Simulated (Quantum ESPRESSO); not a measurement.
# Ta4Al (Im-3m) in Quantum ESPRESSO: notebook

The runs below take Ta4Al through phonons, with LDA.

All numbers are computed with Quantum ESPRESSO 7.5; they aren't measurements. Logs are shortened: lines on timing, memory, paths and dates and some standing lists are left out, and cuts for length are marked.

## 1. Starting point

It takes space group Im-3m (No. 229, cubic). Conventional cell: a = 5.930 Å, b = 5.930 Å, c = 5.930 Å, α = 90.00°, β = 90.00°, γ = 90.00°. Ta (site symmetry -3m) is surrounded by 2 Al at 2.57 Å. Al (site symmetry m-3m) has 8 Ta at 2.57 Å as nearest neighbours.

The cell was built by a generator and needn't be a form met in nature.

## 2. Phonons, LDA

pw.in reads:

```
&CONTROL
  calculation = 'scf'
  prefix = 'pwscf'
  outdir = './tmp'
  pseudo_dir = './pseudo'
  tprnfor = .true.
  tstress = .true.
  disk_io = 'low'
/
&SYSTEM
  ibrav = 0
  nat = 5
  ntyp = 2
  ecutwfc = 58
  nbnd = 37
  occupations = 'smearing'
  smearing = 'mv'
  degauss = 0.01469973
/
&ELECTRONS
  conv_thr = 1d-09
  electron_maxstep = 120
  mixing_beta = 0.5
/
ATOMIC_SPECIES
Ta   180.9479 Ta.upf
Al    26.9815 Al.upf
CELL_PARAMETERS angstrom
  -2.9649000000    2.9649000000    2.9649000000
   2.9649000000   -2.9649000000    2.9649000000
   2.9649000000    2.9649000000   -2.9649000000
ATOMIC_POSITIONS crystal
Ta     0.0000000000    0.0000000000    0.5000000000
Ta     0.5000000000    0.0000000000    0.0000000000
Ta     0.5000000000    0.5000000000    0.5000000000
Ta     0.0000000000    0.5000000000    0.0000000000
Al     0.0000000000    0.0000000000    0.0000000000
K_POINTS automatic
5 5 5 0 0 0
```

relax.in reads:

```
&CONTROL
  calculation = 'vc-relax'
  prefix = 'pwscf'
  outdir = './tmp'
  pseudo_dir = './pseudo'
  tprnfor = .true.
  tstress = .true.
  disk_io = 'low'
  nstep = 40
  forc_conv_thr = 0.0001
  etot_conv_thr = 1d-06
/
&SYSTEM
  ibrav = 0
  nat = 5
  ntyp = 2
  ecutwfc = 58
  nbnd = 37
  occupations = 'smearing'
  smearing = 'mv'
  degauss = 0.01469973
/
&ELECTRONS
  conv_thr = 1d-09
  electron_maxstep = 120
  mixing_beta = 0.5
/
&IONS
  ion_dynamics = 'bfgs'
/
&CELL
  cell_dynamics = 'bfgs'
  press = 0
  press_conv_thr = 0.2
/
ATOMIC_SPECIES
Ta   180.9479 Ta.upf
Al    26.9815 Al.upf
CELL_PARAMETERS angstrom
  -2.9649000000    2.9649000000    2.9649000000
   2.9649000000   -2.9649000000    2.9649000000
   2.9649000000    2.9649000000   -2.9649000000
ATOMIC_POSITIONS crystal
Ta     0.0000000000    0.0000000000    0.5000000000
Ta     0.5000000000    0.0000000000    0.0000000000
Ta     0.5000000000    0.5000000000    0.5000000000
Ta     0.0000000000    0.5000000000    0.0000000000
Al     0.0000000000    0.0000000000    0.0000000000
K_POINTS automatic
5 5 5 0 0 0
```

scf2.in reads:

```
&CONTROL
  calculation = 'scf'
  prefix = 'pwscf'
  outdir = './tmp'
  pseudo_dir = './pseudo'
  tprnfor = .true.
  tstress = .true.
  disk_io = 'low'
/
&SYSTEM
  ibrav = 0
  nat = 5
  ntyp = 2
  ecutwfc = 58
  nbnd = 37
  occupations = 'smearing'
  smearing = 'mv'
  degauss = 0.01469973
/
&ELECTRONS
  conv_thr = 1d-13
  electron_maxstep = 120
  mixing_beta = 0.5
  startingpot = 'file'
  startingwfc = 'file'
/
ATOMIC_SPECIES
Ta   180.9479 Ta.upf
Al    26.9815 Al.upf
CELL_PARAMETERS angstrom
  -2.8972065733    2.8972065733    2.8972065733
   2.8972065733   -2.8972065733    2.8972065733
   2.8972065733    2.8972065733   -2.8972065733
ATOMIC_POSITIONS crystal
Ta     0.0000000000    0.0000000000    0.5000000000
Ta     0.5000000000    0.0000000000    0.0000000000
Ta     0.5000000000    0.5000000000    0.5000000000
Ta     0.0000000000    0.5000000000    0.0000000000
Al     0.0000000000    0.0000000000    0.0000000000
K_POINTS automatic
5 5 5 0 0 0
```

ph.in reads:

```
phonons of Ta4Al
&INPUTPH
  prefix = 'pwscf'
  outdir = './tmp'
  tr2_ph = 1d-18
  fildyn = 'dyn'
  niter_ph = 90
  alpha_mix(1) = 0.4
/
0.0000000000 0.0000000000 0.0000000000
```

dynmat.in reads:

```
&INPUT
  fildyn = 'dyn'
  asr = 'crystal'
  filout = 'dynmat.disp'
  fileig = 'dynmat.eig'
/
```

Potentials or basis: PseudoDojo 0.4.1 SR LDA standard.

Launch:

```
$ OMP_NUM_THREADS=1 mpirun -n 4 pw.x -nk 2 -in pw.in > pw.out
$ OMP_NUM_THREADS=1 mpirun -n 4 pw.x -nk 2 -in relax.in > relax.out
$ OMP_NUM_THREADS=1 mpirun -n 4 pw.x -nk 2 -in scf2.in > scf2.out
$ OMP_NUM_THREADS=1 mpirun -n 4 ph.x -nk 2 -in ph.in > ph.out
$ OMP_NUM_THREADS=1 mpirun -n 1 dynmat.x -in dynmat.in > dynmat.out
```

pw.out:

```text
This program is part of the open-source Quantum ESPRESSO suite
     for quantum simulation of materials; please cite
[... 6 lines left out ...]
     using ibrav=0 with symmetry is DISCOURAGED, use correct ibrav instead

     K-points division:     npool     =       2
     Subspace diagonalization in iterative solution of the eigenvalue problem:
     a serial algorithm will be used

     --------------------
     sticks:   dense  smooth     PW     G-vecs:    dense   smooth      PW
     Min         818     818    233                20953    20953    3181
     Max         819     819    234                20954    20954    3182
     Sum        1637    1637    467                41907    41907    6363

     Using Slab Decomposition

     bravais-lattice index     =            0
     lattice parameter (alat)  =       9.7044  a.u.
     unit-cell volume          =     703.5367 (a.u.)^3
     number of atoms/cell      =            5
     number of atomic types    =            2
     number of electrons       =        55.00
     number of Kohn-Sham states=           37
     kinetic-energy cutoff     =      58.0000  Ry
     charge density cutoff     =     232.0000  Ry
     scf convergence threshold =      1.0E-09
     mixing beta               =       0.5000
     number of iterations used =            8  plain     mixing
     Exchange-correlation= SLA  PW   NOGX NOGC
                           (   1   4   0   0   0   0   0)

     celldm(1)=   9.704419  celldm(2)=   0.000000  celldm(3)=   0.000000
     celldm(4)=   0.000000  celldm(5)=   0.000000  celldm(6)=   0.000000

     crystal axes: (cart. coord. in units of alat)
               a(1) = (  -0.577350   0.577350   0.577350 )
               a(2) = (   0.577350  -0.577350   0.577350 )
               a(3) = (   0.577350   0.577350  -0.577350 )

     reciprocal axes: (cart. coord. in units 2 pi/alat)
               b(1) = ( -0.000000  0.866025  0.866025 )
               b(2) = (  0.866025 -0.000000  0.866025 )
               b(3) = (  0.866025  0.866025  0.000000 )

     PseudoPot. # 1 for Ta read from file:
     Ta.upf
     Pseudo is Norm-conserving + core correction, Zval = 13.0
     Generated using ONCVPSP code by D. R. Hamann
     Using radial grid of 1432 points,  8 beta functions with:
                l(1) =   0
                l(2) =   0
                l(3) =   1
                l(4) =   1
                l(5) =   2
                l(6) =   2
                l(7) =   3
                l(8) =   3

     PseudoPot. # 2 for Al read from file:
     Al.upf
     Pseudo is Norm-conserving + core correction, Zval =  3.0
     Generated using ONCVPSP code by D. R. Hamann
[... 21 lines left out ...]
         5        Al     tau(   5) = (   0.0000000   0.0000000   0.0000000  )

     number of k points=    10  Marzari-Vanderbilt smearing, width (Ry)=  0.0147
                       cart. coord. in units 2pi/alat
        k(    1) = (   0.0000000   0.0000000   0.0000000), wk =   0.0160000
        k(    2) = (   0.1732051   0.1732051   0.0000000), wk =   0.1920000
        k(    3) = (   0.3464102   0.3464102   0.0000000), wk =   0.1920000
        k(    4) = (   0.3464102   0.1732051   0.1732051), wk =   0.3840000
        k(    5) = (   0.5196152   0.3464102   0.1732051), wk =   0.3840000
        k(    6) = (   0.3464102   0.3464102   0.3464102), wk =   0.1280000
        k(    7) = (   0.0000000   0.0000000   0.3464102), wk =   0.0960000
        k(    8) = (   0.0000000  -0.1732051   0.5196152), wk =   0.3840000
        k(    9) = (  -0.6928203  -0.1732051  -0.1732051), wk =   0.1280000
        k(   10) = (   0.0000000   0.0000000   0.6928203), wk =   0.0960000

     Dense  grid:    41907 G-vectors     FFT dimensions: (  48,  48,  48)

     Initial potential from superposition of free atoms

     starting charge      54.9948, renormalised to      55.0000
     Starting wfcs are   44 randomized atomic wfcs

     Self-consistent Calculation

     iteration #  1     ecut=    58.00 Ry     beta= 0.50
     Davidson diagonalization with overlap
     ethr =  1.00E-02,  avg # of iterations =  2.5

     Threshold (ethr) on eigenvalues was too large:
     Diagonalizing with lowered threshold

     Davidson diagonalization with overlap
     ethr =  5.33E-04,  avg # of iterations =  2.5

     total energy              =    -525.50921572 Ry
     estimated scf accuracy    <       0.31699315 Ry
[... 50 lines left out ...]
     iteration #  9     ecut=    58.00 Ry     beta= 0.50
     Davidson diagonalization with overlap
     ethr =  2.82E-12,  avg # of iterations =  6.1

     End of self-consistent calculation

          k = 0.0000 0.0000 0.0000 (  5281 PWs)   bands (ev):

   -54.6397 -54.5761 -54.5761 -54.5761 -21.3845 -21.3845 -21.3845 -21.2822
   -21.2822 -21.2822 -20.8127 -20.8127 -20.8127 -20.7839 -20.6841 -20.6841
     4.5544   8.7957   9.9573   9.9573  11.0207  11.0207  11.2223  11.2223
    11.2223  13.7053  13.7053  13.7053  14.7020  14.7020  14.7020  15.5360
    15.5360  15.5360  17.4482  17.4483  17.4484
[... 43 lines left out ...]
   -54.6286 -54.5870 -54.5870 -54.5654 -21.4176 -21.3229 -21.3229 -21.3069
   -21.1319 -21.1319 -21.0172 -20.9264 -20.7941 -20.7941 -20.7528 -20.7006
     5.3769   9.3585  10.0502  10.0502  10.2268  10.6024  11.3404  11.6825
    12.4260  12.4260  12.8921  13.6214  13.8182  13.8182  14.9443  14.9443
    15.4946  16.2252  16.2861  16.2861  16.4428

          k = 0.0000-0.1732 0.5196 (  5265 PWs)   bands (ev):

   -54.6156 -54.5997 -54.5937 -54.5588 -21.4266 -21.3026 -21.2962 -21.2454
   -21.1809 -21.0947 -20.9752 -20.9609 -20.8296 -20.8141 -20.7709 -20.7359
     6.3783   8.5931   9.3800  10.1883  10.5473  11.3208  11.5386  11.9074
    11.9780  12.3165  12.6402  12.7350  13.4461  14.6605  14.6794  14.8753
    15.0689  15.6120  15.9983  16.1458  16.7727

          k =-0.6928-0.1732-0.1732 (  5261 PWs)   bands (ev):

   -54.6046 -54.6046 -54.6046 -54.5540 -21.4405 -21.2879 -21.2879 -21.2370
   -21.2308 -21.2308 -20.8538 -20.8507 -20.8507 -20.7878 -20.7878 -20.7846
     7.0390   8.4535   8.4535  10.2041  11.0428  11.2811  11.2811  11.9122
    11.9122  12.0580  12.4940  12.4940  14.0053  14.0053  14.7146  14.8585
    15.5648  15.5648  16.0268  17.0448  17.0448

          k = 0.0000 0.0000 0.6928 (  5254 PWs)   bands (ev):

   -54.6106 -54.6045 -54.6045 -54.5481 -21.4915 -21.3466 -21.3134 -21.2753
   -21.2753 -21.2184 -20.8355 -20.8355 -20.7909 -20.7529 -20.7529 -20.7272
     7.3132   8.4234   8.4234   9.3419  10.8068  11.2470  11.2470  11.6078
    11.9308  11.9308  12.3887  12.6465  14.1266  14.3994  14.3994  15.1177
    15.1177  15.3013  16.7858  17.6258  17.6336

     the Fermi energy is    13.2093 ev

!    total energy              =    -525.60245938 Ry
     estimated scf accuracy    <          6.8E-10 Ry
     smearing contrib. (-TS)   =       0.00160126 Ry
     internal energy E=F+TS    =    -525.60406064 Ry

     The total energy is F=E-TS. E is the sum of the following terms:
     one-electron contribution =    -132.05568271 Ry
     hartree contribution      =      82.17533175 Ry
     xc contribution           =    -119.30849003 Ry
     ewald contribution        =    -356.41521966 Ry

     convergence has been achieved in   9 iterations

     Forces acting on atoms (cartesian axes, Ry/au):

     atom    1 type  1   force =     0.00000000   -0.00000000    0.00000000
     atom    2 type  1   force =    -0.00000000    0.00000000   -0.00000000
     atom    3 type  1   force =    -0.00000000   -0.00000000   -0.00000000
     atom    4 type  1   force =    -0.00000000   -0.00000000   -0.00000000
     atom    5 type  2   force =    -0.00000000   -0.00000000    0.00000000

     Total force =     0.000000     Total SCF correction =     0.000000

     Computing stress (Cartesian axis) and pressure

          total   stress  (Ry/bohr**3)                   (kbar)     P=      -88.81
  -0.00060369  -0.00000000  -0.00000000          -88.81       -0.00       -0.00
  -0.00000000  -0.00060369  -0.00000000           -0.00      -88.81       -0.00
  -0.00000000  -0.00000000  -0.00060369           -0.00       -0.00      -88.81

=------------------------------------------------------------------------------=
   JOB DONE.
=------------------------------------------------------------------------------=
```

Run time: 7.8 min. Hardware: 4 MPI ranks of Arm Neoverse V2, shared host; peak memory 0.32 GiB.

What came out:

| Item | Value |
| --- | --- |
| Free energy | -7151.3898 eV |
| Relaxed volume | 19.45 Å³/atom |
| Relaxed cell | a = 5.018 Å, b = 5.018 Å, c = 5.018 Å, α = 109.47°, β = 109.47°, γ = 109.47° |
| Space group after relaxing (to 0.05 Å) | Im-3m (No. 229) |
| Pressure after relaxing | 0.0 GPa |
| Band gap on the k mesh | none (metal or under the smearing width) |
| Highest phonon frequency at Γ | 452 cm⁻¹ |
| Most unstable mode | 111i cm⁻¹ |

The path:
| step | energy change (eV) | largest force (eV/Å) | pressure (GPa) | volume (Å³) |
| --- | --- | --- | --- | --- |
| 1 | 0.0000 | 0.0000 | -8.88 | 104.25 |
| 2 | -0.1799 | 0.0000 | -3.31 | 99.60 |
| 3 | -0.2041 | 0.0000 | 0.37 | 97.03 |
| 4 | -0.2044 | 0.0000 | -0.01 | 97.28 |
| 5 | -0.2044 | 0.0000 | 0.00 | 97.27 |

Final structure:
```
Ta Al
1.0
    -2.89721    2.89721    2.89721
     2.89721   -2.89721    2.89721
     2.89721    2.89721   -2.89721
Ta Al
4 1
Direct
  0.00000 0.00000 0.50000
  0.50000 0.00000 0.00000
  0.50000 0.50000 0.50000
  0.00000 0.50000 0.00000
  0.00000 0.00000 0.00000
```

Phonon frequencies in cm⁻¹ (negative: imaginary):
```csv
q point,frequencies
"(0.000, 0.000, 0.000)",-111 -111 1 1 1 118 118 118 124 128 128 128 452 452 452
```

Optical modes at Γ, degenerate ones joined:
```csv
cm⁻¹,components,symmetry,active in
111i,2,Eu,silent
118,3,T2u,silent
124,1,A2u,silent
128,3,T1u,IR
452,3,T1u,IR
```

Caveat: the mesh is thin for the phonons of a metal; some modes are imaginary. Spin-orbit coupling is left out, which matters for the levels of Ta.

(Continued in part 2 of 4.)
